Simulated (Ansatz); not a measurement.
# Cu4Bi2S: the cost of one run

Program: Ansatz 0.2.0. Level of theory: DFT PBE, scalar-relativistic, plane waves, PAW, unless a step names another level. These are calculated values, not measurements.

3 further runs of the same task are left out: 2 that didn't finish, 1 set aside as unsound or not needed. Runs told in other sessions of the task aren't counted.

## 1. Starting point

Symmetry: P-3m1, No. 164, trigonal system. The conventional cell has a = 4.119 Å, b = 4.119 Å, c = 9.137 Å, α = 90.00°, β = 90.00°, γ = 120.00°. Around Cu (site symmetry 3m) lie 9 Cu at 2.50 to 2.85 Å. Cu (site symmetry 3m) is surrounded by 7 Cu at 2.37 to 2.85 Å and 3 Bi at 2.78 Å and 1 S at 3.38 Å. Around Bi (site symmetry 3m) lie 4 Cu at 2.78 to 3.02 Å and 3 S at 3.07 Å. S (site symmetry -3m) has 6 Bi at 3.07 Å and 2 Cu at 3.38 Å in its first shell of neighbours.

As a file:

```xyz
7
Lattice="4.1186 0.0000 0.0000 -2.0593 3.5668 0.0000 0.0000 0.0000 9.1369" Properties=species:S:1:pos:R:3 pbc="T T T"
Cu    0.0000    2.3779    8.7524
Cu    2.0593    1.1889    0.3845
Cu    0.0000    0.0000    1.1842
Cu    0.0000    0.0000    7.9527
Bi    0.0000    2.3779    2.6309
Bi    2.0593    1.1889    6.5059
S     0.0000    0.0000    4.5684
```

It came out lowest among 17 distinct ends of the trial cells. At a tolerance of 0.05 Å it has space group P-3m1 (No. 164).

## 2. Tight relaxation for the response runs, on the response runs' mesh and smearing

Contents of input.yaml:

```yaml
crystal:
  lattice:
    - [4.1185588705, 0.0, 0.0]
    - [-2.0592794352, 3.5667766089, 0.0]
    - [0.0, 0.0, 9.1368621223]
  atoms:
    - { symbol: Cu, position: [0.3333333333, 0.6666666667, 0.9579231174] }
    - { symbol: Cu, position: [0.6666666667, 0.3333333333, 0.0420768826] }
    - { symbol: Cu, position: [0.0, 0.0, 0.129608148] }
    - { symbol: Cu, position: [0.0, 0.0, 0.870391852] }
    - { symbol: Bi, position: [0.3333333333, 0.6666666667, 0.2879454236] }
    - { symbol: Bi, position: [0.6666666667, 0.3333333333, 0.7120545764] }
    - { symbol: S, position: [0.0, 0.0, 0.5] }
basis:
  ecutwfc: 420
kpoints:
  mp_grid: { grid: [12, 12, 4] }
hamiltonian:
  xc: pbe
scf:
  occupations: { method: gaussian, width: 0.1 }
output:
  forces: true
  stress: true
  eigenvalues: true
relax:
  adjacent_minimum: "off"
  f_tol: 0.001
  max_steps: 60
  cell: { stress_tol: 0.01 }
```

On the command line:

```bash
> ansatz run input.yaml --threads 3 --pin off --max-ram 7680MiB --backend cpu --events-out ev --progress --plain --runs-dir out
```

Q: Estimate wall time and peak memory on 3 threads of Arm Neoverse V1, shared host.

About 66 s, with a peak of 0.81 GiB.
